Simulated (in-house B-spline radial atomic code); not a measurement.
**Hf²⁺: density, ELF and screening along the radius**

How do the shells of Hf²⁺ show in real space, and how much do the settings move them?

The numbers are computed with in-house B-spline radial atomic code version 1 (several methods, spin-polarised, as named in each step; spherical all-electron atom at the radial basis limit), except any that are marked as measured or tabulated.

**1. What is computed**

- element: hafnium (Z = 72)
- charge: +2
- electrons: 70
- configuration: [Xe] 4f14 5d2
- nucleus: point (non-relativistic runs) or finite (X2C runs)

The outer shells:

[Xe] 4f14 5d2
```
[Xe] core
4f [↑↓][↑↓][↑↓][↑↓][↑↓][↑↓][↑↓]
5d [↑ ][↑ ][  ][  ][  ]
```

Where spins are not typed, each open shell is filled with up spins first.

**2. LDA (VWN5), non-rel.**

Settings of the run:

```ini
Z = 72
electrons = 70.0
configuration = [Xe] 4f14 5d2
hamiltonian = nr
method = lda,vwn
spin_polarised = True
```

Command:

```bash
$ python run_scf.py task.json out
```

The settings of every run stand in task.json; they run in order.

The program writes no log. Results of the run, from its result record (rounded, main fields):

```text
{
  "status": "converged",
  "scf [iteration, energy, orbital gradient]": [
    [1, -14314.7376471, 0.733],
    [2, -14315.5824863, 0.247],
    [3, -14316.4498005, 0.111],
    [4, -14316.6740833, 0.0648],
    [5, -14316.3283557, 0.133],
    [6, -14316.7653234, 0.0129],
    [7, -14316.7695429, 0.000168],
    [8, -14316.7695435, 2.59e-05],
    [9, -14316.7695435, 1.37e-05],
    [10, -14316.7695435, 1.76e-07]
  ],
  "energy [hartree]": {"total": -14316.7695435, "kinetic": 14311.390892, "nuclear": -34065.939815, "coulomb": 5722.99559465, "xc": -285.216215135},
  "orbitals [hartree, bohr; first row names the columns]": [
    ["name", "occ", "eps", "<r>", "<r^2>", "<1/r>", "r_max", "density_at_nucleus", "spin_orbit_zeta"],
    ["1s up", 1.0, -2211.1855, 0.021057, 0.00059252, 71.411, 0.013969, 116870.0, "-"],
    ["1s down", 1.0, -2211.1856, 0.021057, 0.00059252, 71.411, 0.013969, 116870.0, "-"],
    ["2s up", 1.0, -361.53881, 0.089074, 0.0092997, 16.723, 0.076182, 12792.0, "-"],
    ["2s down", 1.0, -361.53609, 0.089074, 0.0092997, 16.723, 0.076181, 12792.0, "-"],
    ["2p up", 3.0, -346.21922, 0.07536, 0.00688, 16.76, 0.059143, "-", 24.195],
    ["2p down", 3.0, -346.21708, 0.07536, 0.00688, 16.76, 0.059142, "-", 24.195],
    ["3s up", 1.0, -82.053848, 0.22697, 0.058679, 6.4056, 0.20985, 2793.7, "-"],
    ["3s down", 1.0, -82.053016, 0.22697, 0.058678, 6.4056, 0.20985, 2793.7, "-"],
    ["3p up", 3.0, -74.983744, 0.21687, 0.054355, 6.3575, 0.19782, "-", 5.1087],
    ["3p down", 3.0, -74.982869, 0.21687, 0.054354, 6.3575, 0.19782, "-", 5.1087],
    ["3d up", 5.0, -61.762813, 0.1905, 0.042444, 6.2782, 0.15622, "-", 0.80163],
    ["3d down", 5.0, -61.761213, 0.1905, 0.042444, 6.2782, 0.15623, "-", 0.80162],
    ["4s up", 1.0, -16.415478, 0.5085, 0.29166, 2.7511, 0.47362, 667.66, "-"],
    ["4s down", 1.0, -16.413451, 0.50848, 0.29162, 2.7511, 0.47363, 667.65, "-"],
    ["4p up", 3.0, -13.503128, 0.51694, 0.30383, 2.6582, 0.47512, "-", 1.1482],
    ["4p down", 3.0, -13.500937, 0.5169, 0.30377, 2.6583, 0.47513, "-", 1.1482],
    ["4d up", 5.0, -8.2087781, 0.53786, 0.33546, 2.4549, 0.47327, "-", 0.15268],
    ["4d down", 5.0, -8.2059466, 0.53772, 0.33524, 2.4552, 0.47327, "-", 0.15272],
    ["5s up", 1.0, -2.594374, 1.2422, 1.7362, 1.0559, 1.1079, 107.79, "-"],
    ["5s down", 1.0, -2.5628263, 1.2372, 1.722, 1.0609, 1.1051, 109.07, "-"],
    ["5p up", 3.0, -1.7923026, 1.3901, 2.1934, 0.93537, 1.2041, "-", 0.15064],
    ["5p down", 3.0, -1.7551201, 1.3828, 2.1704, 0.94122, 1.1995, "-", 0.15312],
    ["4f up", 7.0, -1.4053333, 0.65288, 0.54521, 1.9671, 0.44625, "-", 0.019425],
    ["4f down", 7.0, -1.3984931, 0.64965, 0.53811, 1.9724, 0.44609, "-", 0.019518],
    ["5d up", 2.0, -0.66521229, 2.055, 4.9469, 0.62465, 1.6218, "-", 0.0088325]
  ],
  "sum_r [bohr^k]": {"-1": 473.1381, "1": 37.85466, "2": 40.71524},
  "density_at_nucleus [bohr^-3]": 266459.3,
  "spin_density_at_nucleus [bohr^-3]": -1.36103,
  "mass_velocity [hartree]": -2259.473,
  "darwin [hartree]": 1604.774,
  "radius_at_0.001 [bohr]": 3.661,
  "radius_enclosing_fraction [bohr]": {"0.5": 0.396, "0.9": 1.25, "0.99": 2.508},
  "slater [hartree]": {
    "F0(4f up,4f up)": 1.4223,
    "F2(4f up,4f up)": 0.67867,
    "F4(4f up,4f up)": 0.42637,
    "F6(4f up,4f up)": 0.3069,
    "F0(4f up,4f down)": 1.4251,
    "F2(4f up,4f down)": 0.68054,
    "F4(4f up,4f down)": 0.42764,
    "F6(4f up,4f down)": 0.30785,
    "F0(4f up,5d up)": 0.57444,
    "F2(4f up,5d up)": 0.124,
    "F4(4f up,5d up)": 0.057231,
    "G1(4f up,5d up)": 0.050234,
    "G3(4f up,5d up)": 0.041961,
    "G5(4f up,5d up)": 0.032218,
    "F0(4f down,4f down)": 1.4279,
    "F2(4f down,4f down)": 0.68242,
    "F4(4f down,4f down)": 0.42892,
    "F6(4f down,4f down)": 0.3088,
    "F0(4f down,5d up)": 0.5747,
    "F2(4f down,5d up)": 0.12347,
    "F4(4f down,5d up)": 0.056812,
    "F0(5d up,5d up)": 0.44091,
    "F2(5d up,5d up)": 0.22661,
    "F4(5d up,5d up)": 0.14816
  }
}
```

Wall time 0.23 s (1 thread, shared host).

radius_at_0.001 is where the density falls to 0.001 electrons per bohr³.

Fields along the radius, from the same record (one point in 2):

```tsv
r (bohr)	4πr²n (1/bohr)	ELF	screened charge r·V (e)	reduced gradient s	4πr²(n↑−n↓)
0.00372	27.14	0.9985	70.26	0.4307	-0.0001388
0.00573	48.29	0.9967	69.36	0.4715	-0.0002499
0.00883	73.91	0.9890	68.03	0.5374	-0.0004010
0.0136	91.07	0.9382	66.15	0.6337	-0.0005879
0.0210	88.09	0.6128	63.51	0.6906	-0.0008571
0.0323	86.19	0.3295	59.91	0.4358	-0.0003849
0.0498	115.6	0.6346	55.01	0.2799	0.008708
0.0767	122.0	0.6469	48.80	0.4394	0.04593
0.118	102.1	0.3724	41.39	0.3021	0.08217
0.182	114.3	0.7066	32.86	0.3270	0.008873
0.281	64.56	0.3004	24.21	0.4604	0.01898
0.433	70.48	0.6621	15.60	0.2142	0.1299
0.667	40.42	0.5418	8.945	0.5703	-0.02961
1.03	15.50	0.3702	4.984	0.5044	0.4995
1.58	7.227	0.6199	2.842	0.7884	1.149
2.44	1.390	0.1901	2.134	1.662	0.7056
3.76	0.1432	0.02474	2.010	3.749	0.1308
5.79	0.004550	0.0006025	2.000	15.63	0.004534
```

**3. PBE, non-rel.**

Settings of the run:

```ini
Z = 72
electrons = 70.0
configuration = [Xe] 4f14 5d2
hamiltonian = nr
method = pbe,pbe
spin_polarised = True
```

Result record:

```text
{
  "status": "converged",
  "iterations": 10,
  "energy [hartree]": {"total": -14324.2687644, "kinetic": 14320.4515405, "nuclear": -34075.4602779, "coulomb": 5723.52027962, "xc": -292.780306558},
  "orbitals [hartree, bohr; first row names the columns]": [
    ["name", "occ", "eps", "<r>"],
    ["1s up", 1.0, -2212.8909, 0.021045],
    ["1s down", 1.0, -2212.8911, 0.021045],
    ["2s up", 1.0, -361.75509, 0.089029],
    ["2s down", 1.0, -361.75221, 0.089029],
    ["2p up", 3.0, -346.30933, 0.075343],
    ["2p down", 3.0, -346.30723, 0.075343],
    ["3s up", 1.0, -82.104625, 0.22676],
    ["3s down", 1.0, -82.104279, 0.22676],
    ["3p up", 3.0, -74.999413, 0.21674],
    ["3p down", 3.0, -74.998961, 0.21674],
    ["3d up", 5.0, -61.758895, 0.19044],
    ["3d down", 5.0, -61.757425, 0.19044],
    ["4s up", 1.0, -16.450073, 0.50798],
    ["4s down", 1.0, -16.448605, 0.50798],
    ["4p up", 3.0, -13.521232, 0.51655],
    ["4p down", 3.0, -13.519661, 0.51654],
    ["4d up", 5.0, -8.2085713, 0.53759],
    ["4d down", 5.0, -8.2064711, 0.53749],
    ["5s up", 1.0, -2.5862524, 1.2439],
    ["5s down", 1.0, -2.5505543, 1.2373],
    ["5p up", 3.0, -1.7847074, 1.3912],
    ["5p down", 3.0, -1.7415702, 1.3825],
    ["4f up", 7.0, -1.3905727, 0.65329],
    ["4f down", 7.0, -1.3841984, 0.64951],
    ["5d up", 2.0, -0.65757901, 2.0581]
  ],
  "sum_r [bohr^k]": {"-1": 473.2703, "1": 37.85931, "2": 40.76638}
}
```

It took 0.11 s on 1 thread, shared host.

Fields along the radius, from the same record (one point in 4):

```tsv
r (bohr)	4πr²n (1/bohr)	ELF	screened charge r·V (e)	reduced gradient s	4πr²(n↑−n↓)
0.00372	27.18	0.9985	70.26	0.4307	-0.0001772
0.00884	74.05	0.9890	68.03	0.5377	-0.0005090
0.0210	88.09	0.6124	63.51	0.6910	-0.001107
0.0498	115.7	0.6351	55.00	0.2797	0.007876
0.118	102.1	0.3720	41.39	0.3017	0.08132
0.281	64.40	0.2993	24.21	0.4618	0.01465
0.668	40.26	0.5399	8.926	0.5734	-0.03728
1.59	7.127	0.6193	2.823	0.7978	1.169
3.77	0.1425	0.02450	2.011	3.678	0.1307
```

**4. Hartree-Fock, non-rel.**

Settings of the run:

```ini
Z = 72
electrons = 70.0
configuration = [Xe] 4f14 5d2
hamiltonian = nr
method = hf
spin_polarised = True
```

Result record:

```text
{
  "status": "converged",
  "iterations": 11,
  "energy [hartree]": {"total": -14320.6092659, "kinetic": 14320.6092524, "nuclear": -34080.8100425, "coulomb": 5728.63560149, "exact_exchange": -289.044077193},
  "orbitals [hartree, bohr; first row names the columns]": [
    ["name", "occ", "eps", "<r>"],
    ["1s up", 1.0, -2232.334, 0.021044],
    ["1s down", 1.0, -2232.3347, 0.021044],
    ["2s up", 1.0, -369.85369, 0.088965],
    ["2s down", 1.0, -369.84841, 0.088965],
    ["2p up", 3.0, -353.50052, 0.075388],
    ["2p down", 3.0, -353.49536, 0.075387],
    ["3s up", 1.0, -85.932161, 0.22613],
    ["3s down", 1.0, -85.932623, 0.22612],
    ["3p up", 3.0, -78.373472, 0.21643],
    ["3p down", 3.0, -78.373978, 0.21643],
    ["3d up", 5.0, -64.471729, 0.19048],
    ["3d down", 5.0, -64.469065, 0.19049],
    ["4s up", 1.0, -18.318096, 0.50673],
    ["4s down", 1.0, -18.315936, 0.50672],
    ["4p up", 3.0, -15.144423, 0.51598],
    ["4p down", 3.0, -15.141334, 0.51598],
    ["4d up", 5.0, -9.4059514, 0.53839],
    ["4d down", 5.0, -9.3987165, 0.53841],
    ["5s up", 1.0, -3.0703351, 1.2642],
    ["5s down", 1.0, -2.9953558, 1.253],
    ["5p up", 3.0, -2.1040224, 1.4081],
    ["5p down", 3.0, -1.9968912, 1.393],
    ["4f up", 7.0, -1.9539207, 0.6408],
    ["4f down", 7.0, -1.9483495, 0.63554],
    ["5d up", 2.0, -0.82460597, 2.0511]
  ],
  "sum_r [bohr^k]": {"-1": 473.3446, "1": 37.77852, "2": 40.55346}
}
```

Run time: 0.19 s. Hardware: 1 thread, shared host.

Fields along the radius, from the same record (one point in 4):

```tsv
r (bohr)	4πr²n (1/bohr)	ELF	screened charge r·V (e)	reduced gradient s	4πr²(n↑−n↓)
0.00372	27.18	0.9985	70.26	0.4305	-0.0002715
0.00883	74.00	0.9891	68.03	0.5373	-0.0007737
0.0210	88.08	0.6124	63.51	0.6916	-0.001736
0.0498	115.7	0.6357	55.00	0.2793	0.006037
0.118	101.9	0.3705	41.38	0.3014	0.08014
0.280	64.51	0.2999	24.25	0.4683	-0.01011
0.666	41.02	0.5488	8.905	0.5728	-0.05338
1.58	7.209	0.6397	2.844	0.7767	1.184
3.75	0.1427	0.02489	2.010	3.792	0.1308
```

**5. BP86, non-rel.**

Settings: those of step 4 with these lines changed.

```diff
@@ -4,3 +4,3 @@
 hamiltonian = nr
-method = hf
+method = b88,p86
 spin_polarised = True
```

Result record:

```text
{
  "status": "converged",
  "iterations": 10,
  "energy [hartree]": {"total": -14326.0124013, "kinetic": 14322.0876085, "nuclear": -34077.4969934, "coulomb": 5723.93770259, "xc": -294.54071911},
  "orbitals [hartree, bohr; first row names the columns]": [
    ["name", "occ", "eps", "<r>"],
    ["1s up", 1.0, -2213.1626, 0.021044],
    ["1s down", 1.0, -2213.1628, 0.021044],
    ["2s up", 1.0, -361.79397, 0.089025],
    ["2s down", 1.0, -361.79112, 0.089025],
    ["2p up", 3.0, -346.35819, 0.075337],
    ["2p down", 3.0, -346.35609, 0.075336],
    ["3s up", 1.0, -82.118795, 0.22676],
    ["3s down", 1.0, -82.118389, 0.22675],
    ["3p up", 3.0, -75.014753, 0.21673],
    ["3p down", 3.0, -75.014248, 0.21673],
    ["3d up", 5.0, -61.768992, 0.19044],
    ["3d down", 5.0, -61.767506, 0.19044],
    ["4s up", 1.0, -16.453439, 0.50797],
    ["4s down", 1.0, -16.451842, 0.50797],
    ["4p up", 3.0, -13.525125, 0.51654],
    ["4p down", 3.0, -13.523421, 0.51653],
    ["4d up", 5.0, -8.2121267, 0.5376],
    ["4d down", 5.0, -8.2098931, 0.5375],
    ["5s up", 1.0, -2.5894326, 1.2435],
    ["5s down", 1.0, -2.5560246, 1.2372],
    ["5p up", 3.0, -1.7874996, 1.3915],
    ["5p down", 3.0, -1.7469564, 1.3823],
    ["4f up", 7.0, -1.394878, 0.65316],
    ["4f down", 7.0, -1.3886253, 0.64958],
    ["5d up", 2.0, -0.66069415, 2.0502]
  ],
  "sum_r [bohr^k]": {"-1": 473.2986, "1": 37.84289, "2": 40.66252}
}
```

Wall time 0.11 s (1 thread, shared host).

Fields along the radius, from the same record (one point in 4):

```tsv
r (bohr)	4πr²n (1/bohr)	ELF	screened charge r·V (e)	reduced gradient s	4πr²(n↑−n↓)
0.00372	27.18	0.9985	70.26	0.4307	-0.0001643
0.00882	73.92	0.9891	68.04	0.5373	-0.0004747
0.0210	88.10	0.6123	63.51	0.6909	-0.001065
0.0497	115.5	0.6336	55.03	0.2793	0.007971
0.118	102.1	0.3720	41.39	0.3016	0.08169
0.280	64.69	0.3024	24.28	0.4656	0.01576
0.666	40.57	0.5434	8.960	0.5711	-0.03492
1.58	7.248	0.6210	2.839	0.7877	1.163
3.75	0.1431	0.02455	2.011	3.770	0.1304
```

**6. Results**

| run | total energy (hartree) | highest level (eV) | radius holding 50 / 90 / 99 % (bohr) | radius at n = 0.001 (bohr) | ELF minima on the full grid (bohr) |
| --- | --- | --- | --- | --- | --- |
| LDA (VWN5), non-rel. | -14316.7695 | -18.101 | 0.396 / 1.25 / 2.51 | 3.66 | 0.032, 0.12, 0.28, 0.83 |
| PBE, non-rel. | -14324.2688 | -17.894 | 0.396 / 1.25 / 2.51 | 3.66 | 0.032, 0.12, 0.28, 0.83 |
| Hartree-Fock, non-rel. | -14320.6093 | -22.439 | 0.396 / 1.25 / 2.50 | 3.65 | 0.032, 0.12, 0.28, 0.83 |
| BP86, non-rel. | -14326.0124 | -17.978 | 0.396 / 1.25 / 2.50 | 3.65 | 0.032, 0.12, 0.28, 0.83 |

What this shows: In the first run ELF has 4 minima on the grid, which mark the borders between shells. On the record's full grid the screened charge (r times the electrostatic potential) falls from 71.9 near the nucleus to 2.00 at 7.2 bohr; far out it tends to the net charge, 2. The grid is coarse (about 24 % a step), so the places of minima are rough.

Members of this set that are not shown: 6 used exact exchange with fractional occupations of an open shell, which is unsound here.
